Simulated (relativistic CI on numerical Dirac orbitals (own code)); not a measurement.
**Pd²⁺: L-alpha,beta emission multiplets**

Wanted: the shape of the L-alpha,beta emission spectrum of Pd²⁺ in 4 surroundings, from the same atomic integrals.

The numbers are computed with relativistic CI on numerical Dirac orbitals (own code) version 1 (Dirac-Coulomb-Breit CI, KLI orbitals optimised for each configuration, model QED (radiative potential, 1s self-energy scaled to tabulated hydrogen-like ionisation energies), multiplet model of X-ray emission after core ionisation), except any that are marked as measured or tabulated.

## 1. Starting point

- ion: Pd²⁺ (Pd III)
- nuclear charge: 46
- electrons: 44
- configurations: [Kr] 4d8 → [He] 2s2 2p5 3s2 3p6 3d10 4s2 4p6 4d8 → [Ar] 3d9 4s2 4p6 4d8
- temperature: 300 K
- widths: Lorentz 2 eV, Gauss 0.6 eV
- surrounding 1: free ion
- surrounding 2: Oh, 10Dq = 4700 cm⁻¹
- surrounding 3: Oh, 10Dq = 13000 cm⁻¹
- surrounding 4: Oh, 10Dq = 21300 cm⁻¹

## 2. Surrounding 1: free ion

Input settings:

```ini
atom Pd  Z=46  charge=2  electrons=44
nucleus A=106  rms_radius_fm=4.5318
hamiltonian dirac-coulomb  breit=on  qed=on  c_scale=1
orbitals kli  potential=per-configuration
slater_scale 1
correlation none
mixing on
configurations
  [Kr] 4d8
  [He] 2s2 2p5 3s2 3p6 3d10 4s2 4p6 4d8
  [Ar] 3d9 4s2 4p6 4d8
end
emission L-alpha,beta T=300 lorentz=2 gauss=0.6
crystal_field free
```

The program writes no log. Results of the run, from its result record (rounded, main fields), shortened:

```text
status: converged
curve, one point in 4 above 2 % of the maximum [energy, intensity] [eV; 1/eV]:
  - [2828.4, 0.00289]
  - [2829.2, 0.003974]
  - [2830, 0.005714]
  - [2830.8, 0.008106]
  - [2831.6, 0.01111]
  - [2832.4, 0.01312]
  - [2833.2, 0.01458]
  - [2834, 0.01649]
  - [2834.8, 0.02042]
  - [2835.6, 0.02614]
  - [2836.4, 0.03126]
  - [2837.2, 0.03649]
  - [2838, 0.05017]
  - [2838.8, 0.08223]
  - [2839.6, 0.1272]
  - [2840.4, 0.1274]
  - [2841.2, 0.07923]
  - [2842, 0.04091]
  - [2842.8, 0.02243]
  - [2843.6, 0.0138]
  - [2844.4, 0.009295]
  - [2845.2, 0.006695]
  - [2846, 0.005061]
  - [2846.8, 0.003965]
  - [2847.6, 0.003194]
  - [2984.4, 0.002927]
  - [2985.2, 0.003985]
  - [2986, 0.005852]
  - "... 16 more rows left out ..."
sticks, the strongest [energy, strength] [eV, share]:
  - [2839.57, 0.01284]
  - [2839.82, 0.1536]
  - [2839.96, 0.03688]
  - [2840.15, 0.02772]
  - [2840.22, 0.04239]
  - [2840.59, 0.0447]
  - [2840.85, 0.01551]
  - [2988.66, 0.01397]
  - [2990.1, 0.01576]
  - [2990.11, 0.06871]
  - [2990.14, 0.03739]
  - [2990.66, 0.02454]
  - [2991.65, 0.02298]
  - [2994.53, 0.02948]
centroid [eV]: 2891.2
spread [eV]: 72.3057
peak [eV]: 2840.0
ground_S: 0.996721
radial 2p5 3d10 4d8 [Ha, bohr]: {"<r^-3>(2p)": 3305.0, "<r^1>(2p)": 0.11951, "<r^2>(2p)": 0.017448, "<r^4>(2p)": 0.00060433, "zeta(2p)": 3.8461, "<r^-3>(4d)": 9.9429, "<r^1>(4d)": 1.2425, "<r^2>(4d)": 1.8168, "<r^4>(4d)": 5.8152, "F2(4d,4d)": 0.36731, "F4(4d,4d)": 0.24149, "F2(2p,4d)": 0.092365, "G1(2p,4d)": 0.077333, "G3(2p,4d)": 0.045109, "zeta(4d)": 0.0088307}
radial 2p6 3d9 4d8 [Ha, bohr]: {"<r^-3>(3d)": 87.139, "<r^1>(3d)": 0.35181, "<r^2>(3d)": 0.14718, "<r^4>(3d)": 0.040305, "zeta(3d)": 0.078469, "<r^-3>(4d)": 9.6963, "<r^1>(4d)": 1.2528, "<r^2>(4d)": 1.8461, "<r^4>(4d)": 5.9865, "F2(4d,4d)": 0.36427, "F4(4d,4d)": 0.23964, "F2(3d,4d)": 0.1931, "F4(3d,4d)": 0.085192, "G0(3d,4d)": 0.059917, "G2(3d,4d)": 0.069684, "G4(3d,4d)": 0.053103, "zeta(4d)": 0.008322}
```

Run time: 0.3 s. Hardware: 1 thread, shared host.

## 3. Surrounding 2: Oh, 10Dq = 4700

The settings differ from step 2 so:

```diff
@@ -13,2 +13,2 @@
 emission L-alpha,beta T=300 lorentz=2 gauss=0.6
-crystal_field free
+crystal_field Oh 10Dq=4700
```

From the record:

```text
status: converged
curve, one point in 7 above 2 % of the maximum [energy, intensity] [eV; 1/eV]:
  - [2828.4, 0.002933]
  - [2829.8, 0.005257]
  - [2831.2, 0.009526]
  - [2832.6, 0.01305]
  - [2834, 0.01634]
  - [2835.4, 0.02415]
  - [2836.8, 0.03173]
  - [2838.2, 0.0573]
  - [2839.6, 0.1273]
  - [2841, 0.09148]
  - [2842.4, 0.02915]
  - [2843.8, 0.01216]
  - [2845.2, 0.006605]
  - [2846.6, 0.004157]
  - [2848, 0.002863]
  - [2985.2, 0.004338]
  - [2986.6, 0.00912]
  - [2988, 0.01889]
  - [2989.4, 0.04002]
  - [2990.8, 0.04896]
  - [2992.2, 0.04096]
  - [2993.6, 0.02448]
  - [2995, 0.01787]
  - [2996.4, 0.009253]
  - [2997.8, 0.004389]
sticks, the strongest [energy, strength] [eV, share]:
  - [2839.78, 0.03313]
  - [2840.01, 0.06613]
  - [2840.03, 0.04833]
  - [2840.05, 0.04564]
  - [2840.72, 0.01946]
  - [2840.85, 0.03429]
  - [2989.91, 0.0466]
  - [2991.86, 0.02148]
centroid [eV]: 2891.21
spread [eV]: 72.3308
peak [eV]: 2840.0
ground_S: 0.997492
```

Wall time 0.37 s (1 thread, shared host).

## 4. Surrounding 3: Oh, 10Dq = 13000

The settings differ from step 3 so:

```diff
@@ -13,2 +13,2 @@
 emission L-alpha,beta T=300 lorentz=2 gauss=0.6
-crystal_field Oh 10Dq=4700
+crystal_field Oh 10Dq=13000
```

From the record:

```text
status: converged
curve, one point in 7 above 2 % of the maximum [energy, intensity] [eV; 1/eV]:
  - [2828, 0.002867]
  - [2829.4, 0.004904]
  - [2830.8, 0.00842]
  - [2832.2, 0.01176]
  - [2833.6, 0.01639]
  - [2835, 0.02203]
  - [2836.4, 0.0282]
  - [2837.8, 0.04507]
  - [2839.2, 0.1044]
  - [2840.6, 0.1203]
  - [2842, 0.03869]
  - [2843.4, 0.01481]
  - [2844.8, 0.007642]
  - [2846.2, 0.004665]
  - [2847.6, 0.003149]
  - [2984.8, 0.004146]
  - [2986.2, 0.008038]
  - [2987.6, 0.01525]
  - [2989, 0.03025]
  - [2990.4, 0.04395]
  - [2991.8, 0.0498]
  - [2993.2, 0.03106]
  - [2994.6, 0.0215]
  - [2996, 0.01018]
  - [2997.4, 0.004687]
sticks, the strongest [energy, strength] [eV, share]:
  - [2839.6, 0.02622]
  - [2840, 0.04852]
  - [2840.04, 0.03363]
  - [2840.05, 0.06307]
  - [2840.08, 0.05888]
  - [2840.32, 0.03204]
  - [2840.48, 0.02737]
  - [2840.71, 0.03297]
centroid [eV]: 2891.19
spread [eV]: 72.3535
peak [eV]: 2840.0
ground_S: 0.998394
```

It took 0.34 s on 1 thread, shared host.

## 5. Surrounding 4: Oh, 10Dq = 21300

The settings differ from step 4 so:

```diff
@@ -13,2 +13,2 @@
 emission L-alpha,beta T=300 lorentz=2 gauss=0.6
-crystal_field Oh 10Dq=13000
+crystal_field Oh 10Dq=21300
```

From the record:

```text
status: converged
curve, one point in 7 above 2 % of the maximum [energy, intensity] [eV; 1/eV]:
  - [2827.8, 0.002963]
  - [2829.2, 0.004892]
  - [2830.6, 0.007719]
  - [2832, 0.01063]
  - [2833.4, 0.01612]
  - [2834.8, 0.02131]
  - [2836.2, 0.02626]
  - [2837.6, 0.04015]
  - [2839, 0.09474]
  - [2840.4, 0.1332]
  - [2841.8, 0.04409]
  - [2843.2, 0.01624]
  - [2844.6, 0.008189]
  - [2846, 0.004929]
  - [2847.4, 0.003297]
  - [2984.6, 0.004212]
  - [2986, 0.00748]
  - [2987.4, 0.0142]
  - [2988.8, 0.02421]
  - [2990.2, 0.04176]
  - [2991.6, 0.05029]
  - [2993, 0.03755]
  - [2994.4, 0.02372]
  - [2995.8, 0.01015]
  - [2997.2, 0.004725]
sticks, the strongest [energy, strength] [eV, share]:
  - [2839.46, 0.03243]
  - [2839.47, 0.0457]
  - [2839.86, 0.05245]
  - [2840.02, 0.03565]
  - [2840.03, 0.06478]
  - [2840.06, 0.08911]
  - [2840.11, 0.0399]
  - [2840.64, 0.03406]
centroid [eV]: 2891.17
spread [eV]: 72.3636
peak [eV]: 2840.0
ground_S: 0.998979
```

Wall time 0.33 s (1 thread, shared host).

## 6. The spectra side by side

| surrounding | ground S | centroid (eV) | spread (eV) | up to four highest peaks (% of the highest), eV |
| --- | --- | --- | --- | --- |
| 1: free | 1.00 | 2891.20 | 72.31 | 2840.0 (100), 2990.2 (45), 2994.4 (16) |
| 2: Oh | 1.00 | 2891.21 | 72.33 | 2840.0 (100), 2990.2 (36), 2991.2 (36) |
| 3: Oh | 1.00 | 2891.19 | 72.35 | 2840.0 (100), 2991.2 (38) |
| 4: Oh | 1.00 | 2891.17 | 72.36 | 2840.0 (100), 2991.2 (36) |

## 7. Outcome

| quantity | value |
| --- | --- |
| highest peak, first run | 2840.0 eV |
| ground spin (effective S from ⟨S²⟩) | 1.00 |

**Reading.** The highest peak stays in place, within the step of the energy grid, in all surroundings. Photon energies are those of the free ion; lines in solids lie some eV away, more where the ion's charge is far from that in the solid.
